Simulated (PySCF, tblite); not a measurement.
# C6H7BOS: geometry, infrared bands and NMR shifts

Wanted: the infrared bands and NMR shifts of C6H7BOS (`C#CC1=[O+][B@@H-](C)SC=C1`), by calculation.

Computed with tblite 0.8.0 and PySCF 2.14.0, with density-fitted response routines of our own, on a single molecule in the gas phase. Atoms count from 0, in the outputs and in this text.

**1. The molecule as given**

16 atoms, charge 0, multiplicity 1; geometry from: force field or distance geometry start.

Bonds of the start (Å): C0–C1 1.22, C1–C2 1.45, C2–O3 1.23, O3–B4 1.46, B4–C5 1.60, B4–S6 1.90, S6–C7 1.78, C7–C8 1.29, C8–C2 1.44, C0–H9 1.05, B4–H10 1.21, C5–H11 1.11, C5–H12 1.13, C5–H13 1.10, C7–H14 1.08, C8–H15 1.09.

**2. Geometry optimisation with GFN2-xTB**

What the job is given:

```
{"job": {"kind": "relax", "xc": "GFN2-xTB", "basis": "xTB"}, "charge": 0, "multiplicity": 1}
C      3.391600     0.899400     0.902300
C      2.342800     0.450200     0.475000
C      1.086100    -0.103200    -0.000500
O      0.146000    -0.084800     0.791200
B     -1.240400    -0.537800     0.705600
C     -2.302600     0.647500     0.849600
S     -1.529300    -1.225000    -1.037900
C      0.019500    -1.072500    -1.897500
C      1.083600    -0.576100    -1.356300
H      4.281300     1.317600     1.272500
H     -1.504200    -1.371200     1.537100
H     -2.229900     1.386200     0.024500
H     -3.310500     0.151000     0.753200
H     -2.289300     1.100500     1.855600
H      0.061700    -1.410700    -2.920600
H      1.986000    -0.520700    -1.965200
```

Command:

```sh
$ OMP_NUM_THREADS=1 python probes_run.py task.json out
```

This one command runs all jobs of the session in turn.

**Question.** This job is followed by: GFN2-xTB harmonic vibrations, gas phase; GIAO PBE0/pcSseg-1 NMR shielding, non-relativistic, gas phase. Predict these results of the whole session: strongest single infrared mode (GFN2-xTB); zero-point energy (GFN2-xTB); 13C shifts against TMS (PBE0/pcSseg-1); 1H shifts against TMS (PBE0/pcSseg-1, means over atoms taken as alike); 17O shifts against H2O (PBE0/pcSseg-1); 11B shifts against BF3·OEt2 (PBE0/pcSseg-1); 33S shifts against CS2 (PBE0/pcSseg-1).

**Answer**, as computed:

| quantity | value |
| --- | --- |
| strongest single infrared mode (GFN2-xTB) | 1457 cm⁻¹, 544 km/mol |
| zero-point energy (GFN2-xTB) | 70.3 kcal/mol |
| 13C shifts against TMS (PBE0/pcSseg-1) | 195.5, 169.1, 124.3, 98.4, 86.6, 8.8 ppm |
| 1H shifts against TMS (PBE0/pcSseg-1, means over atoms taken as alike) | 8.65, 6.36, 4.09, 3.25, 0.32 ppm |
| 17O shifts against H2O (PBE0/pcSseg-1) | 260.2 ppm |
| 11B shifts against BF3·OEt2 (PBE0/pcSseg-1) | -3.0 ppm |
| 33S shifts against CS2 (PBE0/pcSseg-1) | 202 ppm |

What this shows: The optimisation took 103 steps and gained 0.660 eV; among the close pairs (by a distance rule), B4–S6 changed most, from 1.896 to 2.019 Å. No mode is imaginary among the 42: a minimum at this level. The strongest single mode, at 1457 cm⁻¹, moves mainly C8. GFN2-xTB is a fitted tight-binding method: band positions and strengths are rough. Its intensities can rank the bands wrongly. At PBE0/pcSseg-1: The largest span, 873 ppm, is at S6, where the paramagnetic term is -755 ppm.
